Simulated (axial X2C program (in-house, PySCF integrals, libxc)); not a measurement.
# A two-component session on TiF: EOM-IP-CCSD levels

Wanted for TiF: EOM-IP-CCSD levels, at the two-component level.

The runs use an in-house X2C program for linear molecules on PySCF integrals; two-component X2C with atomic mean-field terms, Ti dyall-acv3z, F dyall-av3z.

All values are calculated.

### Step 1. Input

task.json reads:

```json
{
 "zs": [
  22,
  9
 ],
 "q": 0,
 "bas": [
  "dyall-acv3z",
  "dyall-av3z"
 ],
 "r0": 2.0,
 "eom": "ip",
 "rq": -1,
 "thr": -2.0,
 "nmax": 95,
 "grid": [
  1,
  0.96,
  1.045,
  0.92,
  1.09,
  1.15
 ]
}
```

Keys: zs atomic numbers; q charge; bas basis sets; r0 starting distance in Å; eom kind of EOM run; thr threshold in hartree for freezing inner shells (an s shell follows its p shell); nmax most natural virtual spinors; grid distances as factors.

Started as:

```bash
python soeom.py task.json out
```

After this run come: EOM-IP-CCSD at 1.977 Å.

**Question.** What will these runs give? Wanted: next root led by one particle; T1 of the reference.

The runs gave:

```
                     quantity                            value
       lowest root at 1.977 Å                Ω = 1/2, 1.398 eV
next root led by one particle  Ω = 3/2, about 9700 cm⁻¹ higher
          T1 of the reference                            0.027
```

Removing an electron from the reference determinant of TiF⁻ costs 1.40 eV and empties a spinor of 78% Ti sσ, 14% Ti pσ. The closed-shell reference lies 0.90 eV above the lowest determinant found, so these energies count from an excited configuration. Errors of 0.1 to 0.3 eV are usual at this size, and roots led by higher excitations are left out, so the list is incomplete, and low states of that kind can be missing. T1 or the largest double amplitude of the reference is raised, which lowers the reliability.
